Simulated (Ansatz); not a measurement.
**ClF2HOSn: small, medium and large basis sets**

One table from this session's results is given with a row withheld; the runs are named, their logs left out.

The runs use Ansatz 0.2.0, Gaussian basis; one geometry, several basis sets.

The runs, in order: PBE0-D4/def2-SVP; ωB97M-V/def2-SVP; PBE0-D4/def2-QZVPP; ωB97M-V/def2-QZVPP; the functionals' def2-TZVPP values are taken from earlier runs.

## The geometry

The geometry comes from an earlier relaxation with PBE0-D4 in a triple-zeta def2 set; it is a stationary point. Sn takes the def2 core potential; no spin-orbit term is included.

SMILES `[OH][Sn]([F])([F])[Cl]`, 6 atoms, charge 0, spin multiplicity 1.

Atoms are counted from 1 here; the program's logs count them from 0.

Bond lengths: O1–Sn2 1.923 Å, O1–H6 0.962 Å, Sn2–F3 1.884 Å, Sn2–F4 1.892 Å, Sn2–Cl5 2.279 Å. Angles: Sn2–O1–H6 113.6°, O1–Sn2–F3 106.5°, O1–Sn2–F4 110.4°, O1–Sn2–Cl5 114.9°, F3–Sn2–F4 106.2°, F3–Sn2–Cl5 110.3°, F4–Sn2–Cl5 108.2°.

Set-up of the first run:

in.yaml

```yaml
crystal:
  periodic: [false, false, false]
  atoms:
    - {symbol: O, position_ang: [-0.463970, 0.283943, 1.476328]}
    - {symbol: Sn, position_ang: [0.252438, -0.175662, -0.247544]}
    - {symbol: F, position_ang: [1.982484, -0.856486, 0.056670]}
    - {symbol: F, position_ang: [-0.743292, -1.587067, -1.019748]}
    - {symbol: Cl, position_ang: [0.329429, 1.540625, -1.744409]}
    - {symbol: H, position_ang: [-1.314990, 0.730647, 1.432505]}
basis:
  gaussian: {orbitals: def2-SVP}
hamiltonian: {xc: pbe0, dispersion: d4}
output: {orbitals: {seedname: orbitals}}
```

Steps of the session up to this table: PBE0-D4 in def2-SVP; ωB97M-V in def2-SVP; PBE0-D4 in def2-QZVPP; ωB97M-V in def2-QZVPP.

One table of the session follows, with a row left open; its other results are not shown here.

It belongs to the step «Functionals by basis». 

| functional | basis | HOMO (eV) | LUMO (eV) |
| --- | --- | --- | --- |
| PBE0-D4 | def2-SVP | -9.89 | -2.71 |
| PBE0-D4 | def2-TZVPP | -10.09 | -2.90 |
| PBE0-D4 | def2-QZVPP | -10.11 | -2.93 |
| ωB97M-V | def2-SVP | -12.19 | -0.52 |
| ωB97M-V | def2-TZVPP | -12.43 | -0.79 |
| ωB97M-V | def2-QZVPP | ? | ? |

Estimate the missing values for ωB97M-V, def2-QZVPP.

The run gave: HOMO (eV): -12.46; LUMO (eV): -0.91. In the column «HOMO (eV)» it is the lowest.
